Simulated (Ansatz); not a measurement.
# C2H9InS: a ladder of functionals and wavefunction methods

Aim: compute C2H9InS with functionals from several rungs and with coupled cluster, and see how far each lands from CCSD(T) at the basis-set limit for the atomisation energy.

The runs use Ansatz 0.2.0, Gaussian basis; functionals in def2-TZVPP, the program's frozen cores in correlated methods.

Plan: LDA (SPW92), PBE-D4, revPBE-D4, BLYP-D4, r2SCAN-D4, B97M-V, PBE0-D4, B3LYP-D4, r2SCANh-D4, r2SCAN0-D4, HSE06-D4, BHLYP-D4, CAM-B3LYP-D4, LC-ωPBE, ωB97X-V, ωB97M-V, B2PLYP, PBE-QIDH; CCSD(T)/def2-SVP; CCSD(T)/def2-TZVPP; MP2/def2-QZVPP; extrapolation to the limit; RPA on PBE.

## Step 1: The relaxed structure

An earlier PBE0-D4 in a triple-zeta def2 set relaxation fixed the geometry. In takes the def2 core potential; no spin-orbit term is included.

SMILES `[CH3][InH-]([CH3])[SH2+]`, 13 atoms, charge 0, spin multiplicity 1.

Atoms are counted from 1 here; the program's logs count them from 0.

Bond lengths: C1–In2 2.171 Å, C1–H5 1.093 Å, C1–H6 1.092 Å, C1–H7 1.092 Å, In2–C3 2.166 Å, In2–S4 2.901 Å, In2–H8 1.741 Å, C3–H9 1.093 Å, C3–H10 1.092 Å, C3–H11 1.091 Å, S4–H12 1.343 Å, S4–H13 1.343 Å. Angles: In2–C1–H5 110.0°, In2–C1–H6 111.2°, In2–C1–H7 111.4°, H5–C1–H6 107.7°, H5–C1–H7 107.6°, H6–C1–H7 108.9°, C1–In2–C3 119.4°, C1–In2–S4 94.3°, C1–In2–H8 119.0°, C3–In2–S4 95.4°, C3–In2–H8 120.2°, S4–In2–H8 92.5°, In2–C3–H9 109.9°, In2–C3–H10 111.2°, In2–C3–H11 111.1°, H9–C3–H10 107.8°, H9–C3–H11 107.8°, H10–C3–H11 108.9° and more.

## Step 2: LDA

This LDA is Slater exchange with PW92 correlation.

The input, in.yaml:

```yaml
crystal:
  periodic: [false, false, false]
  atoms:
    - {symbol: C, position_ang: [-0.644171, 1.746277, -0.466927]}
    - {symbol: In, position_ang: [-0.379711, -0.398418, -0.675334]}
    - {symbol: C, position_ang: [1.622376, -1.212480, -0.816264]}
    - {symbol: S, position_ang: [-0.694582, -0.935180, 2.158520]}
    - {symbol: H, position_ang: [-0.619664, 2.222794, -1.450251]}
    - {symbol: H, position_ang: [0.155052, 2.185387, 0.134312]}
    - {symbol: H, position_ang: [-1.605167, 1.986116, -0.007350]}
    - {symbol: H, position_ang: [-1.754780, -1.380691, -1.092276]}
    - {symbol: H, position_ang: [1.959061, -1.192562, -1.855721]}
    - {symbol: H, position_ang: [2.329157, -0.627394, -0.224683]}
    - {symbol: H, position_ang: [1.649045, -2.249130, -0.476307]}
    - {symbol: H, position_ang: [-0.085164, 0.190518, 2.565865]}
    - {symbol: H, position_ang: [-1.911152, -0.369937, 2.221314]}
basis:
  gaussian: {orbitals: def2-TZVPP}
hamiltonian: {xc: lda}
output: {orbitals: {seedname: orbitals}}
```

Further steps of the session: PBE-D4 (GGA); revPBE-D4 (GGA); BLYP-D4 (GGA); r2SCAN-D4 (meta-GGA); B97M-V (meta-GGA); PBE0-D4 (hybrid); B3LYP-D4 (hybrid); r2SCANh-D4 (hybrid); r2SCAN0-D4 (hybrid); HSE06-D4 (hybrid); BHLYP-D4 (hybrid); CAM-B3LYP-D4 (range-separated); LC-ωPBE-D4 (range-separated); ωB97X-V (range-separated); ωB97M-V (range-separated); B2PLYP (double hybrid); PBE-QIDH (double hybrid); CCSD(T) in def2-SVP; CCSD(T) in def2-TZVPP; MP2 in def2-QZVPP; RPA on PBE orbitals.

**Question.** What will the summary of the whole plan be? Wanted: atomisation energy, CCSD(T)/CBS; farthest beyond LDA; mean size of error, GGA; mean size of error, meta-GGA; mean size of error, hybrid; mean size of error, range-separated; mean size of error, double hybrid; gap, smallest and largest; T1 diagnostic.

As calculated:

```
                               quantity                                                                                               value
        atomisation energy, CCSD(T)/CBS                                                                                       4063.4 kJ/mol
 functionals within 40.6 kJ/mol (1.0 %)  PBE-D4, r2SCAN-D4, B97M-V, PBE0-D4, B3LYP-D4, r2SCANh-D4, HSE06-D4, CAM-B3LYP-D4, ωB97X-V, ωB97M-V
                    farthest beyond LDA                                                                            BHLYP-D4 (-103.8 kJ/mol)
                mean size of error, GGA                                                                                         54.0 kJ/mol
           mean size of error, meta-GGA                                                                                          9.3 kJ/mol
             mean size of error, hybrid                                                                                         47.7 kJ/mol
    mean size of error, range-separated                                                                                         17.1 kJ/mol
      mean size of error, double hybrid                                                                                         65.5 kJ/mol
              gap, smallest and largest                                                               4.31 eV (BLYP-D4), 11.11 eV (LC-ωPBE)
                          T1 diagnostic                                                                                              0.0115
triples share of the correlation energy                                                                                               3.5 %
```

The LDA atomisation energy is off by 488.1 kJ/mol (12 %): it overbinds. PBE-D4 is off by -4.3 kJ/mol. Double hybrids carry the basis error of their MP2 part in triple zeta, and no dispersion term here, so their miss is partly the set-up's. The rungs meta-GGA, range-separated miss on average by less than the doubt on the reference (40.6 kJ/mol), so they tie. Misses under about 40.6 kJ/mol are within the doubt on the reference itself, which lacks core-valence correlation, spin-orbit coupling and higher excitations, and its outer-core shells are covered unevenly. All levels share the lack of spin-orbit coupling, which lowers the free heavy atoms and so the true binding. Hartree-Fock recovers 74 % of the binding; the rest is correlation. CCSD(T) in def2-SVP is off by -226.7 kJ/mol, so the small basis spoils what the method gains. Orbital gaps span 4.3 to 11.1 eV; exact exchange widens them. Correlated methods include outer-core shells of In, which these sets cover unevenly.
